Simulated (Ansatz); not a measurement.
# PbF2 (cotunnite): the cost of one run

Program: Ansatz 0.2.0. Level of theory: DFT r2SCAN, scalar-relativistic, plane waves, PAW. These are calculated values, not measurements.

## (1) The system as given

The structure is orthorhombic, space group Pnma (No. 62). The conventional cell has a = 5.347 Å, b = 3.687 Å, c = 7.456 Å, α = 90.00°, β = 90.00°, γ = 90.00°. Pb (site symmetry m) has 9 F at 2.33 to 2.63 Å as nearest neighbours. F (site symmetry m) is surrounded by 4 Pb at 2.33 to 2.40 Å. F (site symmetry m) is surrounded by 5 Pb at 2.48 to 2.63 Å.

As a file:

```
CELL_PARAMETERS angstrom
5.34719 0.00000 0.00000
0.00000 3.68651 0.00000
0.00000 0.00000 7.45611
ATOMIC_POSITIONS crystal
Pb 0.27831 0.25000 0.10761
Pb 0.72169 0.75000 0.89239
Pb 0.22169 0.75000 0.60761
Pb 0.77831 0.25000 0.39239
F 0.84473 0.25000 0.07358
F 0.15527 0.75000 0.92642
F 0.65527 0.75000 0.57358
F 0.34473 0.25000 0.42642
F 0.42965 0.25000 0.77178
F 0.57035 0.75000 0.22822
F 0.07035 0.75000 0.27178
F 0.92965 0.25000 0.72822
```

## (2) Cell and atoms relaxed at 30 GPa

It takes the final geometry of an earlier run.

input.yaml reads:

```yaml
crystal:
  lattice:
    - [5.3471921466, 0.0, 0.0]
    - [0.0, 3.6865056296, 0.0]
    - [0.0, 0.0, 7.4561143399]
  atoms:
    - { symbol: Pb, position: [0.2783103325, 0.25, 0.1076114724] }
    - { symbol: Pb, position: [0.7216896675, 0.75, 0.8923885276] }
    - { symbol: Pb, position: [0.2216896675, 0.75, 0.6076114724] }
    - { symbol: Pb, position: [0.7783103325, 0.25, 0.3923885276] }
    - { symbol: F, position: [0.8447304409, 0.25, 0.0735790827] }
    - { symbol: F, position: [0.1552695591, 0.75, 0.9264209173] }
    - { symbol: F, position: [0.6552695591, 0.75, 0.5735790827] }
    - { symbol: F, position: [0.3447304409, 0.25, 0.4264209173] }
    - { symbol: F, position: [0.4296543245, 0.25, 0.771777872] }
    - { symbol: F, position: [0.5703456755, 0.75, 0.228222128] }
    - { symbol: F, position: [0.0703456755, 0.75, 0.271777872] }
    - { symbol: F, position: [0.9296543245, 0.25, 0.728222128] }
scf:
  occupations: { method: fixed }
output:
  forces: true
  stress: true
  eigenvalues: true
hamiltonian:
  xc: r2scan
basis:
  ecutwfc: 520
kpoints:
  mp_grid: { grid: [5, 8, 4] }
relax:
  f_tol: 0.003
  max_steps: 60
  cell: { stress_tol: 0.03, p_target: 30 }
```

Run with:

```console
$ ansatz run input.yaml --threads 4 --pin off --max-ram 10240MiB --backend cpu --events-out ev --progress --plain --runs-dir out
```

**Question.** How long does this run take on 4 threads of Arm Neoverse V1, shared host, and how much memory does it need?

About 3 min, with a peak of 1.1 GiB.
